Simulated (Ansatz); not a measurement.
# Ba2SeO (ordered alloy on rocksalt lattice): from bands to localised orbitals, part 2 of 2

Where do the localised orbitals of Ba2SeO (ordered alloy on rocksalt lattice) sit, how far are they spread, and how do the settings change that? Plan: PBE, anion s p, 4×4×4; PBE, anion s p, 4×4×2; PBE, anion s p, 6×6×4; PBE, anion p, 4×4×4; r2SCAN, anion s p, 4×4×4; r2SCAN, anion p, 4×4×4; HSE06, anion s p, 4×4×4 (level, trial orbitals, Wannier mesh).

Ansatz 0.2.0; plane waves, PAW; no spin-orbit coupling unless a run is so named. The steps go on from the part before.

**5. PBE, anion p, 4×4×4**

input.yaml

```yaml
crystal:
  lattice:
    - [4.4010517901, 0.0, 0.0]
    - [0.0, 4.4010517901, 0.0]
    - [0.0, 0.0, 6.2351468622]
  atoms:
    - { symbol: O, position: [0.0, 0.0, 0.0] }
    - { symbol: Ba, position: [0.0, 0.0, 0.5] }
    - { symbol: Se, position: [0.5, 0.5, 0.5] }
    - { symbol: Ba, position: [0.5, 0.5, 0.0] }
kpoints:
  mp_grid: { grid: [4, 4, 4] }
  band_path:
    path:
      - [[0.0, 0.0, 0.0], [3.765053147999e-51, 0.5, 0.0], [0.5, 0.5, 0.0], [0.0, 0.0, 0.0], [0.0, 0.0, 0.5], [3.765053147999e-51, 0.5, 0.5], [0.5, 0.5, 0.5], [0.0, 0.0, 0.5]]
      - [[3.765053147999e-51, 0.5, 0.0], [3.765053147999e-51, 0.5, 0.5]]
      - [[0.5, 0.5, 0.0], [0.5, 0.5, 0.5]]
    npoints: 10
hamiltonian:
  xc: pbe
scf:
  occupations: { method: fixed }
  n_extra_bands: 6
output:
  forces: false
  stress: false
  eigenvalues: true
  wannier:
    kmesh: [4, 4, 4]
    projections: [{ species: O, l: p, shell: 2 }, { species: Se, l: p, shell: 4 }]
    minimise: true
    write_hr: true
    conv_tol: 1.0e-08
    max_iter: 3000
```

On the command line:

```
> ansatz run input.yaml --threads 4 --pin off --max-ram 3686MiB --backend cpu --events-out ev --progress --plain --runs-dir out
```

Standard output (excerpt; [...] marks lines left out):

```text
Warning: RAYON_NUM_THREADS=4 ignored (pool sized by the plan → 4); use --threads N
scf.n_extra_bands = 6 over 21 filled bands (N_el = 42.0): the run solves 27 bands
[...]
Pseudopotentials: kind: paw
Pseudopotential: O, paw, valence charge 6, recommended cutoff 420 eV (normal), O.paw.azcp
Pseudopotential: Ba, paw, valence charge 10, recommended cutoff 420 eV (normal), Ba.paw.azcp
Pseudopotential: Se, paw, valence charge 16, recommended cutoff 420 eV (normal), Se.paw.azcp
Functional definition: PBE
[...]
Crystal: 4 atoms, lattice volume = 120.770 Å³
Basis set: ecut = 420 eV, 2405 PW (Γ)
Bands: 27, of which v1, the nominal top of the filled ones, is band 21 counted from 1 (20 counted from 0)
Symmetry: 16 space group operations
Space group: P4/mmm (ITA 123), of the structure as read, at distance tolerance 4.9e-5 Å
k-points: 18 of 64
[...]
SCF iter   1: F=—  HF=-17941.128982 eV  |F-HF|=—  |Δ(HF+E_count)|=         —  Δρ=1.21e-3  dr2=2.08e-3  ethr=1.77e-3  ⟨swp⟩=5.4  Hψ=2010  notcnv=0  defer=60
[...]
SCF iter   7: F=-17941.127334 eV  HF=-17941.127334 eV  |F-HF|=4.94e-8  |Δ(HF+E_count)|=   1.33e-7  Δρ=4.85e-6  dr2=2.67e-8  ethr=2.38e-10  ⟨swp⟩=12.2  Hψ=2712  notcnv=0
[...]
NSCF: frozen V_eff on 93 k-points
NSCF: frozen V_eff on 22 k-points
the Wannier pass solved 22 of the 64 points of its mesh, and has the states at the others by symmetry: states obtained by the crystal's operations at points that were solved too leave a residual of 2.47e-13 eV (read by the count's bands and the next), within 6.67e-6 eV
SCF converged after 7 iterations
Free energy (F): -17941.127334 eV
[...]
E sigma→0 (E₀):  -17941.127334 eV
Fermi energy:    6.981538 eV
[...]
--- Band table (eV; the first three rows and the last of 18) ---
[... band rows left out ...]
[...]
Wannier search: line search 1 of at most 3000: gauge-dependent spread (as the search counts it) 0.0500119 Å², largest recent change 3.0e-2 Å² and fall left 4.7e-6 Å² against conv_tol 1.0e-8 Å², 0 stops escaped
```

It took 1.5 s on 4 threads of AMD EPYC 9R45 (Zen 5), shared host; peak memory 0.49 GiB.

wannier.win, as written (k points left out):

```
! ansatz wannier90 interface
! projections by site (counted from 0) and shell: 0 2P, 2 4P
! states of the run's bands (counted from 1): 16-21
! their least projectability: 0.8550
num_bands = 6
num_wann  = 6
num_iter  = 2000
conv_tol = 1e-8
conv_window = 5
guiding_centres = true
write_hr = true

begin unit_cell_cart
Ang
  4.4010517901  0.0  0.0
  0.0  4.4010517901  0.0
  0.0  0.0  6.2351468622
end unit_cell_cart

begin atoms_frac
O  0.0  0.0  0.0
Ba  0.0  0.0  0.5
Se  0.5  0.5  0.5
Ba  0.5  0.5  0.0
end atoms_frac

mp_grid = 4 4 4
```

wannier.win names the bands that the functions span: 16-21 (counted from 1; 21 are filled).

The head of wannier.spreads.toml:

```toml
omega_i_ang2 = 13.331504224427192
omega_d_ang2 = 0.00000000000000000000000000018310056348667316
omega_od_ang2 = 0.05000501006087562
omega_total_ang2 = 13.381509234488068
least_projectability = 0.8550435236632682
b_vectors_match_mmn = true
n_iter = 7
converged = true
rejected_fitted_steps = 0
```

The functions (centres in Å, on-site energies from the top of the filled bands):

| n | x | y | z | spread (Å²) | on-site (eV) | nearest atoms | distance (Å) |
| --- | --- | --- | --- | --- | --- | --- | --- |
| 1 | 0.000 | 0.000 | 0.000 | 1.653 | -0.423 | O1 | 0.00 |
| 2 | 0.000 | 0.000 | 0.000 | 1.607 | -0.420 | O1 | 0.00 |
| 3 | 0.000 | 0.000 | 0.000 | 1.607 | -0.420 | O1 | 0.00 |
| 4 | 2.201 | 2.201 | 3.118 | 2.862 | -1.638 | Se3 | 0.00 |
| 5 | 2.201 | 2.201 | 3.118 | 2.826 | -1.632 | Se3 | 0.00 |
| 6 | 2.201 | 2.201 | 3.118 | 2.826 | -1.632 | Se3 | 0.00 |

The largest hoppings ⟨m, 0|H|n, R⟩, one of each Hermitian pair (signs follow the phases of the functions):

| m | n | R | distance (Å) | t (eV) |
| --- | --- | --- | --- | --- |
| 4 | 4 | 0 0 1 | 6.24 | 0.325 |
| 6 | 6 | 1 -1 0 | 6.22 | 0.182 |
| 5 | 5 | 1 1 0 | 6.22 | 0.182 |
| 5 | 5 | 1 -1 0 | 6.22 | 0.182 |
| 6 | 6 | 1 1 0 | 6.22 | 0.182 |
| 5 | 6 | 1 1 0 | 6.22 | 0.146 |
| 6 | 5 | 1 1 0 | 6.22 | 0.146 |
| 6 | 5 | 1 -1 0 | 6.22 | -0.146 |

Interpolated bands at the corners of the path, eV from the top of the filled bands:

| point | e1 | e2 | e3 | e4 | e5 | e6 |
| --- | --- | --- | --- | --- | --- | --- |
| Γ | -0.90 | -0.67 | -0.67 | -0.05 | 0.00 | 0.00 |
| X | -2.60 | -1.92 | -1.11 | -0.88 | -0.51 | -0.22 |
| M | -0.91 | -0.91 | -0.72 | -0.07 | -0.07 | -0.02 |
| Γ | -0.90 | -0.67 | -0.67 | -0.05 | 0.00 | 0.00 |
| Z | -2.24 | -0.79 | -0.79 | -0.69 | -0.05 | -0.05 |
| R | -2.78 | -2.46 | -2.03 | -0.86 | -0.70 | -0.57 |
| A | -2.05 | -1.07 | -1.07 | -0.57 | -0.21 | -0.21 |
| Z | -2.24 | -0.79 | -0.79 | -0.69 | -0.05 | -0.05 |
| X | -2.60 | -1.92 | -1.11 | -0.88 | -0.51 | -0.22 |
| R | -2.78 | -2.46 | -2.03 | -0.86 | -0.70 | -0.57 |
| M | -0.91 | -0.91 | -0.72 | -0.07 | -0.07 | -0.02 |
| A | -2.05 | -1.07 | -1.07 | -0.57 | -0.21 | -0.21 |

Along the path each interpolated band stays within 0.06, 0.06, 0.03, 0.02, 0.02, 0.02 eV of the nearest computed level, from the lowest band up.

**6. r2SCAN, anion s p, 4×4×4**

Changes to input.yaml since step 5:

```diff
@@ -19,3 +19,3 @@
 hamiltonian:
-  xc: pbe
+  xc: r2scan
 scf:
@@ -29,3 +29,7 @@
     kmesh: [4, 4, 4]
-    projections: [{ species: O, l: p, shell: 2 }, { species: Se, l: p, shell: 4 }]
+    projections:
+      - { species: O, l: s, shell: 2 }
+      - { species: O, l: p, shell: 2 }
+      - { species: Se, l: s, shell: 4 }
+      - { species: Se, l: p, shell: 4 }
     minimise: true
```

On the command line:

```
> ansatz run input.yaml --threads 4 --pin off --max-ram 3686MiB --backend cpu --events-out ev --progress --plain --runs-dir out
```

Standard output (excerpt; [...] marks lines left out):

```text
Warning: RAYON_NUM_THREADS=4 ignored (pool sized by the plan → 4); use --threads N
scf.n_extra_bands = 6 over 21 filled bands (N_el = 42.0): the run solves 27 bands
[...]
[... 1 set-up line as earlier in the session ...]
Pseudopotential: O, paw, valence charge 6, recommended cutoff 500 eV (meta_gga), O.paw.azcp
Pseudopotential: Ba, paw, valence charge 10, recommended cutoff 500 eV (meta_gga), Ba.paw.azcp
Pseudopotential: Se, paw, valence charge 16, recommended cutoff 500 eV (meta_gga), Se.paw.azcp
Functional definition: r2SCAN
[...]
Crystal: 4 atoms, lattice volume = 120.770 Å³
Basis set: ecut = 500 eV, 3003 PW (Γ), exchange–correlation on 144×144×192 points (64 copies of the dense FFT grid, shifted against one another)
Bands: 27, of which v1, the nominal top of the filled ones, is band 21 counted from 1 (20 counted from 0)
[... 2 set-up lines as earlier in the session ...]
k-points: 18 of 64
[...]
SCF iter   8: F=-17981.976537 eV  HF=-17981.976537 eV  |F-HF|=3.20e-9  |Δ(HF+E_count)|=   6.17e-8  Δρ=2.40e-6  dr2=8.77e-9  dr2_τ=3.03e-10  ethr=2.38e-10  ⟨swp⟩=11.6  Hψ=2457  notcnv=0
[...]
NSCF: frozen V_eff on 93 k-points
NSCF: frozen V_eff on 22 k-points
the Wannier pass solved 22 of the 64 points of its mesh, and has the states at the others by symmetry: states obtained by the crystal's operations at points that were solved too leave a residual of 2.79e-13 eV (read by the count's bands and the next), within 6.67e-6 eV
SCF converged after 8 iterations
Free energy (F): -17981.976537 eV
[...]
E sigma→0 (E₀):  -17981.976537 eV
Fermi energy:    6.765872 eV
[...]
--- Band table (eV; the first three rows and the last of 18) ---
[... band rows left out ...]
[...]
Wannier search: line search 1 of at most 3000: gauge-dependent spread (as the search counts it) 3.1603093 Å², largest recent change 5.1e-2 Å² and fall left 1.3e-4 Å² against conv_tol 1.0e-8 Å², 0 stops escaped
WARN: <dir> 64 periodic images of 64 elements of H(R) lie 4.88e-4 to 1.95e-3 Å beyond their element's nearest image, near the 9.77e-4 Å window within which an element is shared among its images; whether they share it moves the interpolated H(k) by 6.5e-3 eV (Frobenius norm, root mean [...]
```

Run time: 2.9 s. Hardware: 4 threads of AMD EPYC 9R45 (Zen 5), shared host; peak memory 0.72 GiB.

wannier.win names the bands that the functions span: 8, 16-21, combinations of 9-15 (counted from 1; 21 are filled). Combinations are drawn from entangled bands, so such a model needn't follow any one band.

The head of wannier.spreads.toml:

```toml
omega_i_ang2 = 12.798082210406221
omega_d_ang2 = 0.002961706415293952
omega_od_ang2 = 1.6538492543555827
omega_total_ang2 = 14.454893171177098
least_projectability = 0.8669509099965134
b_vectors_match_mmn = true
n_iter = 69
converged = true
rejected_fitted_steps = 1
```

The functions (centres in Å, on-site energies from the top of the filled bands):

| n | x | y | z | spread (Å²) | on-site (eV) | nearest atoms | distance (Å) |
| --- | --- | --- | --- | --- | --- | --- | --- |
| 1 | 0.206 | 0.203 | -0.144 | 1.249 | -4.299 | O1 | 0.32 |
| 2 | 0.027 | 0.026 | 0.320 | 1.277 | -4.166 | O1 | 0.32 |
| 3 | -0.301 | 0.069 | -0.086 | 1.255 | -4.131 | O1 | 0.32 |
| 4 | 0.066 | -0.302 | -0.085 | 1.256 | -4.128 | O1 | 0.32 |
| 5 | 1.819 | 2.578 | 3.331 | 2.342 | -4.147 | Se3 | 0.58 |
| 6 | 2.178 | 2.224 | 2.568 | 2.390 | -3.909 | Se3 | 0.55 |
| 7 | 2.740 | 2.334 | 3.279 | 2.343 | -4.082 | Se3 | 0.58 |
| 8 | 2.072 | 1.659 | 3.279 | 2.343 | -4.081 | Se3 | 0.58 |

Along the path each interpolated band stays within 0.00, 0.57, 0.04, 0.04, 0.01, 0.01, 0.01, 0.01 eV of the nearest computed level, from the lowest band up.

**7. r2SCAN, anion p, 4×4×4**

Changes to input.yaml since step 6:

```diff
@@ -29,7 +29,3 @@
     kmesh: [4, 4, 4]
-    projections:
-      - { species: O, l: s, shell: 2 }
-      - { species: O, l: p, shell: 2 }
-      - { species: Se, l: s, shell: 4 }
-      - { species: Se, l: p, shell: 4 }
+    projections: [{ species: O, l: p, shell: 2 }, { species: Se, l: p, shell: 4 }]
     minimise: true
```

On the command line:

```
> ansatz run input.yaml --threads 4 --pin off --max-ram 3686MiB --backend cpu --events-out ev --progress --plain --runs-dir out
```

Standard output (excerpt; [...] marks lines left out):

```text
Warning: RAYON_NUM_THREADS=4 ignored (pool sized by the plan → 4); use --threads N
scf.n_extra_bands = 6 over 21 filled bands (N_el = 42.0): the run solves 27 bands
[...]
[... 5 set-up lines as earlier in the session ...]
[...]
Crystal: 4 atoms, lattice volume = 120.770 Å³
Basis set: ecut = 500 eV, 3003 PW (Γ), exchange–correlation on 144×144×192 points (64 copies of the dense FFT grid, shifted against one another)
Bands: 27, of which v1, the nominal top of the filled ones, is band 21 counted from 1 (20 counted from 0)
[... 1 set-up line as earlier in the session ...]
[...]
SCF iter   8: F=-17981.976537 eV  HF=-17981.976537 eV  |F-HF|=3.20e-9  |Δ(HF+E_count)|=   6.17e-8  Δρ=2.40e-6  dr2=8.77e-9  dr2_τ=3.03e-10  ethr=2.38e-10  ⟨swp⟩=11.6  Hψ=2457  notcnv=0
[...]
NSCF: frozen V_eff on 93 k-points
NSCF: frozen V_eff on 22 k-points
the Wannier pass solved 22 of the 64 points of its mesh, and has the states at the others by symmetry: states obtained by the crystal's operations at points that were solved too leave a residual of 2.79e-13 eV (read by the count's bands and the next), within 6.67e-6 eV
SCF converged after 8 iterations
Free energy (F): -17981.976537 eV
[...]
E sigma→0 (E₀):  -17981.976537 eV
Fermi energy:    6.765872 eV
[...]
--- Band table (eV; the first three rows and the last of 18) ---
[... band rows left out ...]
[...]
Wannier search: line search 1 of at most 3000: gauge-dependent spread (as the search counts it) 0.0429686 Å², largest recent change 2.7e-2 Å² and fall left 3.3e-6 Å² against conv_tol 1.0e-8 Å², 0 stops escaped
```

Run time: 2.8 s. Hardware: 4 threads of AMD EPYC 9R45 (Zen 5), shared host; peak memory 0.72 GiB.

wannier.win names the bands that the functions span: 16-21 (counted from 1; 21 are filled).

The head of wannier.spreads.toml:

```toml
omega_i_ang2 = 12.831075748814044
omega_d_ang2 = 0.00000000000000000000000000009860739816769382
omega_od_ang2 = 0.04296376053554325
omega_total_ang2 = 12.874039509349586
least_projectability = 0.8669509099965137
b_vectors_match_mmn = true
n_iter = 7
converged = true
rejected_fitted_steps = 0
```

The functions (centres in Å, on-site energies from the top of the filled bands):

| n | x | y | z | spread (Å²) | on-site (eV) | nearest atoms | distance (Å) |
| --- | --- | --- | --- | --- | --- | --- | --- |
| 1 | 0.000 | 0.000 | 0.000 | 1.568 | -0.411 | O1 | 0.00 |
| 2 | 0.000 | 0.000 | 0.000 | 1.529 | -0.408 | O1 | 0.00 |
| 3 | 0.000 | 0.000 | 0.000 | 1.529 | -0.408 | O1 | 0.00 |
| 4 | 2.201 | 2.201 | 3.118 | 2.773 | -1.676 | Se3 | 0.00 |
| 5 | 2.201 | 2.201 | 3.118 | 2.738 | -1.669 | Se3 | 0.00 |
| 6 | 2.201 | 2.201 | 3.118 | 2.738 | -1.669 | Se3 | 0.00 |

Along the path each interpolated band stays within 0.05, 0.05, 0.03, 0.02, 0.02, 0.01 eV of the nearest computed level, from the lowest band up.

**8. HSE06, anion s p, 4×4×4**

input.yaml

```yaml
crystal:
  lattice:
    - [4.4010517901, 0.0, 0.0]
    - [0.0, 4.4010517901, 0.0]
    - [0.0, 0.0, 6.2351468622]
  atoms:
    - { symbol: O, position: [0.0, 0.0, 0.0] }
    - { symbol: Ba, position: [0.0, 0.0, 0.5] }
    - { symbol: Se, position: [0.5, 0.5, 0.5] }
    - { symbol: Ba, position: [0.5, 0.5, 0.0] }
kpoints:
  mp_grid: { grid: [4, 4, 4] }
  band_path:
    path:
      - [0.0, 0.0, 0.0]
      - [0.0, 0.5, 0.0]
      - [0.5, 0.5, 0.0]
      - [0.0, 0.0, 0.5]
      - [0.0, 0.5, 0.5]
      - [0.5, 0.5, 0.5]
    npoints: 1
hamiltonian:
  xc: hse06
scf:
  occupations: { method: fixed }
  n_extra_bands: 6
output:
  forces: false
  stress: false
  eigenvalues: true
  wannier:
    kmesh: [4, 4, 4]
    projections:
      - { species: O, l: s, shell: 2 }
      - { species: O, l: p, shell: 2 }
      - { species: Se, l: s, shell: 4 }
      - { species: Se, l: p, shell: 4 }
    minimise: true
    write_hr: true
    conv_tol: 1.0e-08
    max_iter: 3000
  write_density: true
  write_potential: true
  elf: true
  volumetric_format: npy
```

On the command line:

```
> ansatz run input.yaml --threads 4 --pin off --max-ram 3686MiB --backend cpu --events-out ev --progress --plain --runs-dir out
```

Standard output (excerpt; [...] marks lines left out):

```text
Warning: RAYON_NUM_THREADS=4 ignored (pool sized by the plan → 4); use --threads N
scf.n_extra_bands = 6 over 21 filled bands (N_el = 42.0): the run solves 27 bands
[...]
[... 4 set-up lines as earlier in the session ...]
Functional definition: HSE06
[...]
davidson cushion auto → on  (no smearing: the cushion is to keep the highest requested band from converging to the state above it; pin scf.eigensolver.cushion to override)
Crystal: 4 atoms, lattice volume = 120.770 Å³
Basis set: ecut = 420 eV, 2405 PW (Γ)
Bands: 27, of which v1, the nominal top of the filled ones, is band 21 counted from 1 (20 counted from 0)
[... 2 set-up lines as earlier in the session ...]
k-points: 18 of 64
[...]
hybrid SCF converged: 2 outer / 10 inner (+4 warm-up), last move |dexx| = 3.77e-7 eV, tail = 1.46e-7 eV
Stability not checked: this state was not tested for a lower state beside it, because the functional holds exact exchange (a hybrid, or Hartree-Fock), whose exchange loop this test does not read (fock_operator; see scf.lower_state_search)
Free energy (F): -17952.172189 eV
Frozen-core exchange: fock
[...]
E sigma→0 (E₀):  -17952.172189 eV
Fermi energy:    6.164265 eV
[...]
--- Band table (eV; the first three rows and the last of 18) ---
[... band rows left out ...]
[...]
Wannier search: line search 1 of at most 3000: gauge-dependent spread (as the search counts it) 3.1802916 Å², largest recent change 5.0e-2 Å² and fall left 1.3e-4 Å² against conv_tol 1.0e-8 Å², 0 stops escaped
WARN: <dir> 42 periodic images of 42 elements of H(R) lie 4.88e-4 to 1.95e-3 Å beyond their element's nearest image, near the 9.77e-4 Å window within which an element is shared among its images; whether they share it moves the interpolated H(k) by 2.4e-3 eV (Frobenius norm, root mean [...]
```

Run time: 88 s. Hardware: 4 threads of AMD EPYC 9R45 (Zen 5), shared host; peak memory 2.6 GiB.

wannier.win names the bands that the functions span: 8, 16-21, combinations of 9-15 (counted from 1; 21 are filled). Combinations are drawn from entangled bands, so such a model needn't follow any one band.

The head of wannier.spreads.toml:

```toml
omega_i_ang2 = 12.430775282303273
omega_d_ang2 = 0.0018180086468133215
omega_od_ang2 = 1.6615325641466079
omega_total_ang2 = 14.094125855096694
least_projectability = 0.8767711499228112
b_vectors_match_mmn = true
n_iter = 61
converged = true
rejected_fitted_steps = 0
```

The functions (centres in Å, on-site energies from the top of the filled bands):

| n | x | y | z | spread (Å²) | on-site (eV) | nearest atoms | distance (Å) |
| --- | --- | --- | --- | --- | --- | --- | --- |
| 1 | 0.207 | 0.204 | -0.143 | 1.215 | -4.450 | O1 | 0.32 |
| 2 | 0.025 | 0.025 | 0.321 | 1.242 | -4.311 | O1 | 0.32 |
| 3 | -0.302 | 0.070 | -0.087 | 1.221 | -4.288 | O1 | 0.32 |
| 4 | 0.067 | -0.303 | -0.087 | 1.221 | -4.285 | O1 | 0.32 |
| 5 | 1.817 | 2.578 | 3.334 | 2.285 | -4.159 | Se3 | 0.58 |
| 6 | 2.177 | 2.225 | 2.565 | 2.333 | -3.914 | Se3 | 0.55 |
| 7 | 2.742 | 2.335 | 3.280 | 2.289 | -4.087 | Se3 | 0.58 |
| 8 | 2.073 | 1.657 | 3.279 | 2.289 | -4.084 | Se3 | 0.58 |

**9. Comparison**

| run | functions | total spread (Å²) | invariant part (Å²) | mean spread (Å²) | largest miss of a band (eV) | time |
| --- | --- | --- | --- | --- | --- | --- |
| PBE, anion s p, 4×4×4 | 8 | 15.188 | 13.546 | 1.899 | 0.49 | 1.5 s |
| PBE, anion s p, 4×4×2 | 8 | 14.150 | 12.570 | 1.769 | 0.49 | 1.3 s |
| PBE, anion s p, 6×6×4 | 8 | 15.889 | 14.221 | 1.986 | 0.49 | 1.9 s |
| PBE, anion p, 4×4×4 | 6 | 13.382 | 13.332 | 2.230 | 0.06 | 1.5 s |
| r2SCAN, anion s p, 4×4×4 | 8 | 14.455 | 12.798 | 1.807 | 0.57 | 2.9 s |
| r2SCAN, anion p, 4×4×4 | 6 | 12.874 | 12.831 | 2.146 | 0.05 | 2.8 s |
| HSE06, anion s p, 4×4×4 | 8 | 14.094 | 12.431 | 1.762 | not checked | 88 s |

**10. What came out**

What follows sums up all 2 parts.

| quantity | value |
| --- | --- |
| total spread, PBE, anion s p, 4×4×4 | 15.19 Å² over 8 functions |
| total spread, PBE, anion s p, 4×4×2 | 14.15 Å² over 8 functions |
| total spread, PBE, anion s p, 6×6×4 | 15.89 Å² over 8 functions |
| total spread, PBE, anion p, 4×4×4 | 13.38 Å² over 6 functions |
| total spread, r2SCAN, anion s p, 4×4×4 | 14.45 Å² over 8 functions |
| total spread, r2SCAN, anion p, 4×4×4 | 12.87 Å² over 6 functions |
| total spread, HSE06, anion s p, 4×4×4 | 14.09 Å² over 8 functions |
| centres of the first set | 0.32 to 0.58 Å from the nearest atom |

With PBE, anion s p, 4×4×4 the 8 functions move off the atoms, with a mean spread of 1.90 Å²; 89 % of the total is gauge invariant. The total spread goes from 14.15 Å² on 4×4×2 to 15.89 Å² on 6×6×4: finite differences in k understate it on coarse meshes, while the largest miss of a band stays at 0.49 eV. On one set and mesh the functional gives 15.19 (PBE), 14.45 (r2SCAN), 14.09 (HSE06) Å².
